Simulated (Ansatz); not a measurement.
# C2H8Si: the cost of one run

The runs use Ansatz 0.2.0, Gaussian basis; PBE0-D4/def2-TZVP structures, single points in def2-TZVPP, no counterpoise correction.

Levels: SPW92, PBE-D4, BLYP-D4, r2SCAN-D4, B97M-V, PBE0-D4, B3LYP-D4, r2SCAN0-D4, BHLYP-D4, CAM-B3LYP-D4, wB97X-V, wB97M-V, B2PLYP, PBE-QIDH, RPA on PBE, Hartree-Fock, MP2, CCSD, CCSD(T).

Correlated methods freeze the cores. B3LYP uses VWN-RPA correlation. B2PLYP carries no dispersion term here.

94 further runs of the same task are left out: 94 set aside as unsound or not needed.

## Step 1: Starting geometry

The complex: 14 atoms, charge 0, spin multiplicity 1.

Atoms are counted from 1 here; the program's logs count them from 0.

Bond lengths: Si1–C2 1.870 Å, Si1–H3 1.491 Å, Si1–H4 1.495 Å, Si1–C5 1.870 Å, C2–H8 1.093 Å, C2–H9 1.093 Å, C2–H10 1.092 Å, C5–H11 1.092 Å, C5–H12 1.093 Å, C5–H13 1.093 Å, H6–S7 1.341 Å, S7–H14 1.343 Å. Angles: C2–Si1–H3 109.9°, C2–Si1–H4 109.4°, C2–Si1–C5 111.6°, H3–Si1–H4 106.6°, H3–Si1–C5 109.9°, H4–Si1–C5 109.3°, Si1–C2–H8 110.5°, Si1–C2–H9 110.7°, Si1–C2–H10 111.3°, H8–C2–H9 108.0°, H8–C2–H10 108.3°, H9–C2–H10 107.9°, Si1–C5–H11 111.3°, Si1–C5–H12 110.7°, Si1–C5–H13 110.3°, H11–C5–H12 108.0°, H11–C5–H13 108.4°, H12–C5–H13 108.0° and more.

Coordinates:

```mol
C2H10SSi
  3D, bonds by distance, orders not assigned

 14 12  0  0  0  0  0  0  0  0999 V2000
   -0.4449   -0.5844   -0.8488 Si  0  0
    0.8091   -1.6399    0.0506 C   0  0
   -0.8566   -1.2537   -2.1162 H   0  0
   -1.6785   -0.4578   -0.0134 H   0  0
    0.2291    1.1201   -1.2200 C   0  0
   -0.7403    2.3365    2.4097 H   0  0
   -0.3890    1.1235    2.8622 S   0  0
    1.1128   -1.1605    0.9845 H   0  0
    1.7030   -1.7830   -0.5618 H   0  0
    0.4016   -2.6253    0.2869 H   0  0
   -0.5164    1.7416   -1.7213 H   0  0
    1.1062    1.0562   -1.8691 H   0  0
    0.5284    1.6187   -0.2948 H   0  0
   -1.2645    0.5080    2.0512 H   0  0
  1  2  8  0
  1  3  8  0
  1  4  8  0
  1  5  8  0
  2  8  8  0
  2  9  8  0
  2 10  8  0
  5 11  8  0
  5 12  8  0
  5 13  8  0
  6  7  8  0
  7 14  8  0
M  END
```

Its parts: C₂H₈Si holds atoms 1, 2, 3, 4, 5, 8, 9, 10, 11, 12, 13; H₂S holds atoms 6, 7, 14. Each part counts its atoms afresh in its own runs.

## Step 2: Relaxing C₂H₈Si alone

The input, relax-a/in.yaml:

```yaml
crystal:
  periodic: [false, false, false]
  atoms:
    - {symbol: Si, position_ang: [-0.444934, -0.584351, -0.848788]}
    - {symbol: C, position_ang: [0.809101, -1.639853, 0.050568]}
    - {symbol: H, position_ang: [-0.856581, -1.253702, -2.116205]}
    - {symbol: H, position_ang: [-1.678475, -0.457792, -0.013356]}
    - {symbol: C, position_ang: [0.229131, 1.120116, -1.220042]}
    - {symbol: H, position_ang: [1.112809, -1.160481, 0.984526]}
    - {symbol: H, position_ang: [1.703016, -1.783038, -0.561834]}
    - {symbol: H, position_ang: [0.401550, -2.625342, 0.286863]}
    - {symbol: H, position_ang: [-0.516354, 1.741612, -1.721251]}
    - {symbol: H, position_ang: [1.106174, 1.056235, -1.869050]}
    - {symbol: H, position_ang: [0.528410, 1.618686, -0.294754]}
basis:
  gaussian: {orbitals: def2-TZVP}
hamiltonian: {xc: pbe0, dispersion: d4}
relax: {f_tol: 0.005, max_steps: 200}
```

Command:

```
> ansatz run in.yaml --threads 8 --pin off --events-out ev --progress --plain --max-ram 19148MiB
```

**Question.** How long does this run take on 8 threads of Arm Neoverse V2, shared host?

About 4 s.
